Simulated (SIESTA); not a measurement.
The system is Ge2Sb2Te5.

```
Te Sb Ge
1.0
     4.29406    0.00000    0.00000
    -2.14703    3.71877    0.00000
     0.00000    0.00000   17.10135
Te Sb Ge
5 2 2
Cartesian
  2.1470 1.2396 7.1807
  0.0000 2.4792 9.9206
  0.0000 2.4792 3.4466
  2.1470 1.2396 13.6547
  0.0000 0.0000 0.0000
  0.0000 0.0000 5.4736
  0.0000 0.0000 11.6278
  2.1470 1.2396 1.7596
  0.0000 2.4792 15.3417
```

The cell comes from a database or a generator and needn't be the stable form of this composition.

| Item | Value |
| --- | --- |
| Program | SIESTA 5.4.2 |
| Task | single point |
| Functional | PBEsol |
| Potentials or basis | PseudoDojo 0.4 standard (PBEsol files) |
| Basis | DZP (energy shift 0.003 Ry; two zetas on semicore shells) |
| Grid cutoff | 800 Ry |
| Energy shift | 0.003 Ry |
| k mesh | 7 × 7 × 2 |
| Occupations | fermi-dirac, width 0.05 eV |
| Spin | no spin polarisation |

On this cell: pressure -1.1 GPa; largest force 0.262 eV/Å; band gap on the k mesh 0.24 eV, direct.

The same run follows on a disturbed copy (atoms moved at random, drawn with an rms of 0.05 Å):

```xyz
9
Lattice="4.2941 0.0000 0.0000 -2.1470 3.7188 0.0000 0.0000 0.0000 17.1013" Properties=species:S:1:pos:R:3 pbc="T T T"
Te    2.1091    1.2279    7.2007
Te   -0.0513    2.4927    9.9111
Te   -0.0236    2.5284    3.4807
Te    2.1200    1.2707   13.6466
Te   -0.0282   -0.0431   -0.0215
Sb   -0.0086    0.0485    5.4690
Sb    0.0026   -0.0202   11.6392
Ge    2.1005    1.2439    1.7374
Ge   -0.0339    2.4294   15.3407
```

Question: What does the disturbed cell give?

Answer: The energy moves by +2.6 meV/atom; pressure -1.2 GPa; largest force 0.255 eV/Å; band gap on the k mesh 0.18 eV, direct.

Forces on the atoms (eV/Å):
```
Te   0.085  0.215  0.032
Te   0.162 -0.064 -0.034
Te  -0.037 -0.156 -0.198
Te  -0.020 -0.181  0.044
Te  -0.043  0.199  0.081
Sb  -0.087 -0.147 -0.074
Sb  -0.151  0.092  0.090
Ge   0.052 -0.011  0.029
Ge   0.039  0.055  0.030
```

Stress tensor (GPa, compression positive):
```
-1.10 -0.03 -0.05
-0.03 -1.29  0.18
-0.05  0.18 -1.27
```

Caveats: spin-orbit coupling is left out, which moves the levels of the heavy elements; an odd mesh through Γ misses points on the zone boundary, where band edges often lie; the basis of atomic orbitals isn't converged, which shifts pressures, moduli and gaps.
